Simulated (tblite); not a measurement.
# AlGeH10NO3Si2: the cost of one run

Programs: tblite 0.8.0 and PySCF 2.14.0. All values are calculated, for the isolated system unless a continuum is named. Atoms count from 0, parts from 1.

## (1) Starting point

18 atoms, charge 0, multiplicity 1; geometry: distance geometry start.

## (2) Geometry optimisation with GFN1-xTB

What the job is given:

```
{"job": {"kind": "relax", "xc": "GFN1-xTB", "basis": "xTB"}, "charge": 0, "multiplicity": 1}
Ge     0.057424    -0.948006     1.235213
N      1.269083     0.345821     0.559019
Si     0.592217     1.988346     0.269498
Si     2.960538     0.323614     1.281542
O     -1.521024    -0.853389     0.258902
Al    -1.661401    -0.455523    -1.547197
O     -0.696341    -1.561772    -2.728296
O     -1.690111     1.361118    -2.006791
H      0.645750    -2.320944     1.059835
H     -0.238462    -0.711313     2.687974
H     -0.808078     1.912793     0.093327
H      0.878623     2.861391     1.327143
H      1.156086     2.535496    -0.933418
H      2.884644    -0.212241     2.602915
H      3.470734     1.631452     1.351846
H      3.812691    -0.490412     0.495993
H      0.271262    -1.542495    -2.813054
H     -0.906515     1.877213    -2.247539
```

Level: GFN1-xTB geometry optimisation, gas phase.

Started as:

```bash
$ OMP_NUM_THREADS=1 python cluster_run.py task.json out
```

This one command runs all jobs of the session in turn.

**Question.** How long does this first job take on 1 thread of Arm Neoverse N1, shared host?

About 14 s.
